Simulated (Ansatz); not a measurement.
# CH₂ClNSn: how energies converge with the basis set

One table from this session's results is given with a row withheld; the runs are named, their logs left out.

Method: one geometry, several basis sets; program: Ansatz 0.2.0, Gaussian basis.

The runs, in order: PBE0-D4/def2-SVP; ωB97M-V/def2-SVP; PBE0-D4/def2-QZVPP; ωB97M-V/def2-QZVPP; the functionals' def2-TZVPP values are taken from earlier runs.

**The relaxed structure**

The geometry comes from an earlier relaxation with PBE0-D4 in a triple-zeta def2 set; it is a stationary point. Sn takes the def2 core potential; no spin-orbit term is included.

6 atoms, charge 0, spin multiplicity 1.

Atoms are counted from 1 here; the program's logs count them from 0.

Bond lengths: N1–C2 1.152 Å, C2–Sn3 2.106 Å, Sn3–Cl4 2.311 Å, Sn3–H5 1.692 Å, Sn3–H6 1.692 Å. Angles: N1–C2–Sn3 178.7°, C2–Sn3–Cl4 105.2°, C2–Sn3–H5 108.3°, C2–Sn3–H6 108.3°, Cl4–Sn3–H5 108.4°, Cl4–Sn3–H6 108.4°, H5–Sn3–H6 117.5°.

The first run:

The input, in.yaml:

```yaml
crystal:
  periodic: [false, false, false]
  atoms:
    - {symbol: N, position_ang: [1.805228, -1.621133, 1.077543]}
    - {symbol: C, position_ang: [1.044605, -0.885964, 0.621271]}
    - {symbol: Sn, position_ang: [-0.317688, 0.495020, -0.198820]}
    - {symbol: Cl, position_ang: [-1.933950, -0.791876, -1.235351]}
    - {symbol: H, position_ang: [0.487855, 1.396238, -1.382122]}
    - {symbol: H, position_ang: [-1.044049, 1.343716, 1.071380]}
basis:
  gaussian: {orbitals: def2-SVP}
hamiltonian: {xc: pbe0, dispersion: d4}
output: {orbitals: {seedname: orbitals}}
```

Run with:

```sh
> ansatz run in.yaml --threads 2 --pin off --events-out ev --progress --plain --max-ram 32768MiB --backend cpu
```

Among the steps run: PBE0-D4 in def2-SVP; ωB97M-V in def2-SVP; PBE0-D4 in def2-QZVPP; ωB97M-V in def2-QZVPP.

One table of the session follows, with a row left open; its other results are not shown here.

It belongs to the step «Density functionals: the series». 

| functional | basis | HOMO (eV) | LUMO (eV) |
| --- | --- | --- | --- |
| PBE0-D4 | def2-SVP | -9.13 | -1.46 |
| PBE0-D4 | def2-TZVPP | -9.31 | -1.65 |
| PBE0-D4 | def2-QZVPP | -9.34 | -1.71 |
| ωB97M-V | def2-SVP | -11.32 | 0.49 |
| ωB97M-V | def2-TZVPP | ? | ? |
| ωB97M-V | def2-QZVPP | -11.59 | 0.00 |

Estimate the missing values for ωB97M-V, def2-TZVPP.

As computed: HOMO (eV): -11.56; LUMO (eV): 0.16. In the column «HOMO (eV)» it lies between ωB97M-V, def2-QZVPP (-11.59) and ωB97M-V, def2-SVP (-11.32).
